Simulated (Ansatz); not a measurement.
**WSiH₂ (triplet): from Hartree-Fock to the top rungs at a displaced geometry (v2), def2-SVP**

One table from this session's results is given with a row withheld; the runs are named, their logs left out.

Method: def2-SVP, core rule «outside noble gas», up to 9 orbitals frozen; program: Ansatz 0.2.0, Gaussian basis.

To be run: UHF; CCSD(T) on ROHF; CCSD(T) on UHF; CISD as a restricted active space (open shells left free, so some higher excitations enter); CCSDT(Q) on ROHF; CCSDT(Q) on UHF.

25 further runs of the same task are left out: 3 for a known fault of the program, 5 that didn't finish, 17 set aside as unsound or not needed. Runs told in other sessions of the task aren't counted.

### What is computed

The geometry is a PBE0/def2-TZVP stationary point (not a proven minimum) with its atoms shifted at random (size 0.100 Å). No spin-orbit coupling is included. Elements past krypton take def2 core potentials.

4 atoms, charge 0, spin multiplicity 3.

Atoms are counted from 1 here; the program's logs count them from 0.

Bond lengths: W1–Si2 2.311 Å, Si2–H3 1.474 Å, Si2–H4 1.568 Å. Angles: W1–Si2–H3 126.3°, W1–Si2–H4 122.4°, H3–Si2–H4 109.6°.

Set-up of the first run:

The input, in.yaml:

```yaml
crystal:
  periodic: [false, false, false]
  atoms:
    - {symbol: W, position_ang: [0.022084, -0.000612, 0.332461]}
    - {symbol: Si, position_ang: [-0.142790, 0.007761, -1.972348]}
    - {symbol: H, position_ang: [-0.066170, 1.189991, -2.849229]}
    - {symbol: H, position_ang: [0.016939, -1.294585, -2.831015]}
basis:
  gaussian: {orbitals: def2-SVP}
magnetization: {spin_polarized: true, initial_magnetization: 2}
hamiltonian: {xc: hf}
output: {orbitals: {seedname: orbitals}}
```

The run is started by

```sh
> ansatz run in.yaml --threads 1 --pin off --events-out ev --progress --plain --max-ram 2393MiB
```

Among the steps run: UHF; CCSD(T) on ROHF; CCSD(T) on UHF; CISD as a restricted active space (open shells left free, so some higher excitations enter); CCSDT(Q) on ROHF; CCSDT(Q) on UHF.

One of the session's tables, all rows but one given; the rest of the session is left out.

| method | from RCCSDT(Q) (kcal/mol) |
| --- | --- |
| ROHF | +181.57 |
| RMP2 | +32.40 |
| UMP2 | +41.22 |
| CISD | +34.88 |
| RCCSD | +13.01 |
| UCCSD | +5.92 |
| RCCSD(T) | +3.09 |
| UCCSD(T) | -9.95 |
| RCCSDT | +1.34 |
| UCCSDT | -21.95 |
| RCCSDT(Q) | 0 |
| UCCSDT(Q) | ? |

Estimate the missing values for UCCSDT(Q).

As computed: from RCCSDT(Q) (kcal/mol): -25.51. In the column «from RCCSDT(Q) (kcal/mol)» it is the lowest.

Left out of the table: UHF (another determinant or state than the rows shown).

To keep in mind: The determinant of HF (⟨S²⟩ 3.60) is far from a pure spin state, so its energy mixes those of several spin states; that is harmless only where they are near-degenerate. The determinant of CCSD(T) (⟨S²⟩ 3.75) is far from a pure spin state, so its energy mixes those of several spin states; high orders of coupled cluster remove much of that, low ones don't. The determinant of CCSDT(Q) (⟨S²⟩ 3.75) is far from a pure spin state, so its energy mixes those of several spin states; high orders of coupled cluster remove much of that, low ones don't. The program flags UCCSD(T), UCCSDT(Q) as in doubt, so read those rows with care; the flags are other amplitudes. Warnings: spin contamination; coupled cluster took another determinant than the lowest; large T1 diagnostic. Restricted and unrestricted rows rest on different reference determinants; a gap between their highest levels can come from leftover correlation error, from unlike frozen cores or from another state.
